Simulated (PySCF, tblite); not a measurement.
**C₂H₄BF₃O₂: geometry, infrared bands and NMR shifts**

Aim: predict the infrared bands and NMR shifts of C₂H₄BF₃O₂ (`COBOC(F)(F)F`).

Computed with tblite 0.8.0 and PySCF 2.14.0, with density-fitted response routines of our own, on a single molecule in the gas phase. Atoms are numbered from 0 throughout.

### 1 The starting structure

12 atoms, charge 0, multiplicity 1; geometry from: force field or distance geometry start.

Bonds of the start (Å): C0–O1 1.42, O1–B2 1.45, B2–O3 1.45, O3–C4 1.37, C4–F5 1.39, C4–F6 1.38, C4–F7 1.39, C0–H8 1.11, C0–H9 1.12, C0–H10 1.10, B2–H11 1.18.

### 2 Relaxing the molecule with GFN2-xTB

Job settings and geometry (Å):

```
{"job": {"kind": "relax", "xc": "GFN2-xTB", "basis": "xTB"}, "charge": 0, "multiplicity": 1}
C      2.144000    -0.194600    -0.163300
O      0.878100    -0.691400     0.245900
B      0.061000     0.401900     0.744700
O     -1.344100     0.240200     1.083400
C     -2.184400    -0.112300     0.065400
F     -2.229700     0.810200    -0.973300
F     -2.000300    -1.397100    -0.413400
F     -3.461700    -0.108300     0.620400
H      2.064600     0.243000    -1.185000
H      2.523600     0.558300     0.573400
H      2.911000    -0.977100    -0.212300
H      0.639200     1.226600     1.352800
```

The run is started by

```bash
$ OMP_NUM_THREADS=1 python probes_run.py task.json out
```

This one command runs all jobs of the session in turn.

**Question.** This job is followed by: GFN2-xTB harmonic vibrations, gas phase; GIAO PBE0/pcSseg-1 NMR shielding, non-relativistic, gas phase. Predict these results of the whole session: strongest single infrared mode (GFN2-xTB); zero-point energy (GFN2-xTB); 13C shifts against TMS (PBE0/pcSseg-1); 1H shifts against TMS (PBE0/pcSseg-1, means over atoms taken as alike); 17O shifts against H2O (PBE0/pcSseg-1); 11B shifts against BF3·OEt2 (PBE0/pcSseg-1); 19F shifts against CFCl3 (PBE0/pcSseg-1, means over atoms taken as alike).

**Answer**, as computed:

| quantity | value |
| --- | --- |
| strongest single infrared mode (GFN2-xTB) | 1230 cm⁻¹, 831 km/mol |
| zero-point energy (GFN2-xTB) | 45.0 kcal/mol |
| 13C shifts against TMS (PBE0/pcSseg-1) | 129.2, 58.4 ppm |
| 1H shifts against TMS (PBE0/pcSseg-1, means over atoms taken as alike) | 4.24, 4.15 ppm |
| 17O shifts against H2O (PBE0/pcSseg-1) | 182.6, 142.2 ppm |
| 11B shifts against BF3·OEt2 (PBE0/pcSseg-1) | 23.7 ppm |
| 19F shifts against CFCl3 (PBE0/pcSseg-1, means over atoms taken as alike) | -64.8 ppm |

Over 71 steps the energy fell by 1.235 eV; of the close pairs, O1–B2 changed most, 1.453 to 1.320 Å. All 30 modes are real, so the xTB geometry is a minimum. The strongest single mode, at 1230 cm⁻¹, moves mainly C4 and O3. Unscaled tight-binding wavenumbers are off by several per cent, some by more. Its intensities can rank the bands wrongly. H8, H9, H10 (mean) (hydrogen on a methyl carbon bonded to O) lies farthest downfield among hydrogen, at 4.24 ppm; its carbon carries O, an electronegative neighbour. At PBE0/pcSseg-1: Shielding is most anisotropic at O1 (span 355 ppm, paramagnetic term -206 ppm).
